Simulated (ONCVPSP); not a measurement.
**Phosphorus: generating and testing an ONCV potential**

Task: generate the file, and judge it by its errors in other configurations, its logarithmic derivatives, its ghosts and its cutoff.

Program: ONCVPSP 4.0.1. Reference atom: PBE, non-relativistic, spherical and spin-unpolarised. All values are calculated.

**1. The atom and the settings**

Typed settings, in words:

* element: phosphorus (P, Z = 15)
* type: optimised norm-conserving Vanderbilt (ONCV)
* frozen core: [Ne]
* valence charge: 5
* reference configuration: 3s2 3p3
* partial waves: 3s: rc 1.75 bohr, ncon 4, nbas 9, qcut 3.8 1/bohr, 2 projectors, debl 2.2 Ha; 3p: rc 2.05 bohr, ncon 4, nbas 8, qcut 3.4 1/bohr, 1 projector
* local potential: polynomial inside 1.50 bohr (lpopt 5, dvloc0 0 Ha)
* core correction: polynomial model core, fcfact 0.2

An earlier all-electron run gives the scale for the radii.

All-electron outer shells of the reference configuration (PBE, non-relativistic, ld1.x):

```json
{"shell": "2s", "level (eV)": "-173.06", "outermost node (bohr)": "0.14", "outermost maximum (bohr)": "0.42"}
{"shell": "2p", "level (eV)": "-124.51", "outermost node (bohr)": "–", "outermost maximum (bohr)": "0.36"}
{"shell": "3s", "level (eV)": "-13.90", "outermost node (bohr)": "0.66", "outermost maximum (bohr)": "1.58"}
{"shell": "3p", "level (eV)": "-5.52", "outermost node (bohr)": "0.64", "outermost maximum (bohr)": "1.83"}
```

**2. The generation run**

The input, P.dat:

```
# ATOM AND REFERENCE CONFIGURATION
# atsym  z   nc   nv     iexc    psfile
  P 15.00    3    2        4      upf
#
#   n    l    f
    1    0    2.00
    2    0    2.00
    2    1    6.00
    3    0    2.00
    3    1    3.00
#
# PSEUDOPOTENTIAL AND OPTIMIZATION
# lmax
    1
#
#   l,   rc,      ep,       ncon, nbas, qcut
    0    1.75    0.00    4    9    3.80
    1    2.05    0.00    4    8    3.40
#
# LOCAL POTENTIAL
# lloc, lpopt,  rc(5),   dvloc0
    4    5    1.50    0.00
#
# VANDERBILT-KLEINMAN-BYLANDER PROJECTORs
# l, nproj, debl
    0    2    2.20
    1    1    3.10
#
# MODEL CORE CHARGE
# icmod, fcfact, rcfact
    1    0.20    0.00
#
# LOG DERIVATIVE ANALYSIS
# epsh1, epsh2, depsh
   -2.00    5.00    0.02
#
# OUTPUT GRID
# rlmax, drl
    6.00    0.01
#
# TEST CONFIGURATIONS
# ncnf
    4
# nvcnf
#   n    l    f
    2
    3    0    2.00
    3    1    2.00
#
    2
    3    0    2.00
    3    1    1.00
#
    2
    3    0    2.00
    3    1    0.00
#
    2
    3    0    1.00
    3    1    0.00
#
```

The run is started by

```console
oncvpspnr.x < P.dat > P.out
```

Before running it: what results should come out? Wanted: cutoffs for 1 and 0.1 mHa per electron, occupied waves; bound ghosts; GHOST(+) flags; largest test error; largest phase difference near zero energy, channels read; rms error of d²Exc/dn², without and with the model core.

As calculated:

```
                                                quantity                 value
  cutoffs for 1 and 0.1 mHa per electron, occupied waves       13 Ha and 69 Ha
                                            bound ghosts            none found
                                          GHOST(+) flags           s at 166 eV
                            largest test error (AE − PS)  +94 meV, for 3s1 3p0
largest phase difference near zero energy, channels read             0.004 rad
 rms error of d²Exc/dn², without and with the model core     1.54 and 0.27 mHa
```

What this shows: The worst unpolarised test, 3s1 3p0, is off by 94 meV on 110.5 eV; by total energies transferability rates as fair. That test lies far up in energy; among those under 40 eV, nearer to bonding, the largest error is 18 meV. It counts as soft on the atom at that tolerance, with 13 Ha needed at the looser tolerance. The tighter tolerance needs 69 Ha, and converged work needs a cutoff nearer that. At the looser tolerance the 3s wave is the slowest; 3p needs 4 Ha. It is free of bound ghosts as far as tested. Near zero energy the phases of the channels with partial waves agree within 0.004 rad. The program also flags highly localised states, GHOST(+) (s). These are tests on the free atom; a crystal test is still owed.
